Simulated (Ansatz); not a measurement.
**CH5InSe: small, medium and large basis sets**

The task here is to estimate one member of a computed series from the others.

Computed with Ansatz 0.2.0, Gaussian basis. Level: one geometry, several basis sets.

Plan: PBE0-D4/def2-SVP; ωB97M-V/def2-SVP; PBE0-D4/def2-QZVPP; ωB97M-V/def2-QZVPP; the functionals' def2-TZVPP values are taken from earlier runs.

## The relaxed structure

An earlier PBE0-D4 in a triple-zeta def2 set relaxation fixed the geometry. In takes the def2 core potential; no spin-orbit term is included.

SMILES `[CH3][InH][SeH]`, 8 atoms, charge 0, spin multiplicity 1.

Atoms are counted from 1 here; the program's logs count them from 0.

Bond lengths: C1–In2 2.143 Å, C1–H4 1.090 Å, C1–H5 1.091 Å, C1–H6 1.092 Å, In2–Se3 2.519 Å, In2–H7 1.717 Å, Se3–H8 1.469 Å. Angles: In2–C1–H4 111.5°, In2–C1–H5 109.5°, In2–C1–H6 109.0°, H4–C1–H5 109.4°, H4–C1–H6 109.0°, H5–C1–H6 108.3°, C1–In2–Se3 116.0°, C1–In2–H7 130.8°, Se3–In2–H7 113.2°, In2–Se3–H8 92.8°.

As a file:

```xyz
8
CH5InSe
C    -1.2853   -0.0078   -0.0571
In    0.6724    0.7863    0.3008
Se    2.5977   -0.7688   -0.1693
H    -2.0483    0.7679    0.0013
H    -1.3152   -0.4726   -1.0432
H    -1.4991   -0.7747    0.6897
H     1.1700    2.3279    0.8707
H     1.7078   -1.8582   -0.5929
```

The first run:

File in.yaml:

```yaml
crystal:
  periodic: [false, false, false]
  atoms:
    - {symbol: C, position_ang: [-1.285334, -0.007846, -0.057067]}
    - {symbol: In, position_ang: [0.672393, 0.786341, 0.300756]}
    - {symbol: Se, position_ang: [2.597670, -0.768779, -0.169335]}
    - {symbol: H, position_ang: [-2.048253, 0.767893, 0.001328]}
    - {symbol: H, position_ang: [-1.315150, -0.472599, -1.043197]}
    - {symbol: H, position_ang: [-1.499112, -0.774654, 0.689731]}
    - {symbol: H, position_ang: [1.169953, 2.327856, 0.870675]}
    - {symbol: H, position_ang: [1.707833, -1.858213, -0.592901]}
basis:
  gaussian: {orbitals: def2-SVP}
hamiltonian: {xc: pbe0, dispersion: d4}
output: {orbitals: {seedname: orbitals}}
```

Launch:

```bash
ansatz run in.yaml --threads 4 --pin off --events-out ev --progress --plain --max-ram 10444MiB
```

Among the steps run: PBE0-D4 in def2-SVP; ωB97M-V in def2-SVP; PBE0-D4 in def2-QZVPP; ωB97M-V in def2-QZVPP.

One table of the session follows, with a row left open; its other results are not shown here.

It belongs to the step «Functionals by basis». 

```
functional       basis  HOMO (eV)  LUMO (eV)
   PBE0-D4    def2-SVP      -6.78      -1.29
   PBE0-D4  def2-TZVPP      -6.90      -1.38
   PBE0-D4  def2-QZVPP      -6.91      -1.39
   ωB97M-V    def2-SVP      -8.88       0.27
   ωB97M-V  def2-TZVPP      -9.02       0.07
   ωB97M-V  def2-QZVPP          ?          ?
```

Estimate the missing values for ωB97M-V, def2-QZVPP.

**Answer.** HOMO (eV): -9.04; LUMO (eV): 0.02. In the column «HOMO (eV)» it is the lowest.
